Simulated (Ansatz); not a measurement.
# Li2ZnPdC6N6: the cost of one run

Computed with Ansatz 0.2.0 (DFT PBE, scalar-relativistic, plane waves, PAW, unless a step's input says otherwise).

**1. The starting structure**

The structure is cubic, space group Fm-3m (No. 225). The conventional cell has a = 10.234 Å, b = 10.234 Å, c = 10.234 Å, α = 90.00°, β = 90.00°, γ = 90.00°. Li (site symmetry -43m) is surrounded by 12 N at 3.66 Å and 12 C at 3.67 Å. Around Zn (site symmetry m-3m) lie 6 C at 1.92 Å. Around Pd (site symmetry m-3m) lie 6 N at 2.03 Å. C (site symmetry 4mm) is surrounded by 1 N at 1.17 Å. N (site symmetry 4mm) has 1 C at 1.17 Å as nearest neighbours.

Structure file:

```
Li Zn Pd C N
1.0
     0.00000    5.11700    5.11700
     5.11700    0.00000    5.11700
     5.11700    5.11700    0.00000
Li Zn Pd C N
2 1 1 6 6
Direct
  0.25000 0.25000 0.25000
  0.75000 0.75000 0.75000
  0.00000 0.00000 0.00000
  0.50000 0.50000 0.50000
  0.81268 0.18732 0.18732
  0.18732 0.81268 0.18732
  0.18732 0.18732 0.81268
  0.18732 0.81268 0.81268
  0.81268 0.18732 0.81268
  0.81268 0.81268 0.18732
  0.69836 0.30164 0.30164
  0.30164 0.69836 0.30164
  0.30164 0.30164 0.69836
  0.30164 0.69836 0.69836
  0.69836 0.30164 0.69836
  0.69836 0.69836 0.30164
```

A structure generator made this guess: cyanide-bridged rock-salt net of two metals, 2 guest cations a cell (Fm-3m, No. 225). Its size is a rough estimate.

**2. Probe: one point on a coarse mesh**

Input file input.yaml:

```yaml
crystal:
  lattice:
    - [0.0, 5.117, 5.117]
    - [5.117, 0.0, 5.117]
    - [5.117, 5.117, 0.0]
  atoms:
    - { symbol: Li, position: [0.25, 0.25, 0.25] }
    - { symbol: Li, position: [0.75, 0.75, 0.75] }
    - { symbol: Zn, position: [0.0, 0.0, 0.0] }
    - { symbol: Pd, position: [0.5, 0.5, 0.5] }
    - { symbol: C, position: [0.81268321, 0.18731679, 0.18731679] }
    - { symbol: C, position: [0.18731679, 0.81268321, 0.18731679] }
    - { symbol: C, position: [0.18731679, 0.18731679, 0.81268321] }
    - { symbol: C, position: [0.18731679, 0.81268321, 0.81268321] }
    - { symbol: C, position: [0.81268321, 0.18731679, 0.81268321] }
    - { symbol: C, position: [0.81268321, 0.81268321, 0.18731679] }
    - { symbol: "N", position: [0.69835841, 0.30164159, 0.30164159] }
    - { symbol: "N", position: [0.30164159, 0.69835841, 0.30164159] }
    - { symbol: "N", position: [0.30164159, 0.30164159, 0.69835841] }
    - { symbol: "N", position: [0.30164159, 0.69835841, 0.69835841] }
    - { symbol: "N", position: [0.69835841, 0.30164159, 0.69835841] }
    - { symbol: "N", position: [0.69835841, 0.69835841, 0.30164159] }
basis:
  ecutwfc: 420
kpoints:
  mp_grid: { grid: [4, 4, 4] }
hamiltonian:
  xc: pbe
scf:
  occupations: { method: gaussian, width: 0.1 }
  lower_state_search: "off"
output:
  forces: true
  stress: true
  eigenvalues: true
```

The run is started by

```sh
$ ansatz run input.yaml --threads 1 --pin off --max-ram 2560MiB --backend cpu --events-out ev --progress --plain --runs-dir out
```

**Question.** How long does this run take on 1 thread of Arm Neoverse V2, shared host, and how much memory does it need?

About 9.4 s, with a peak of 0.56 GiB.
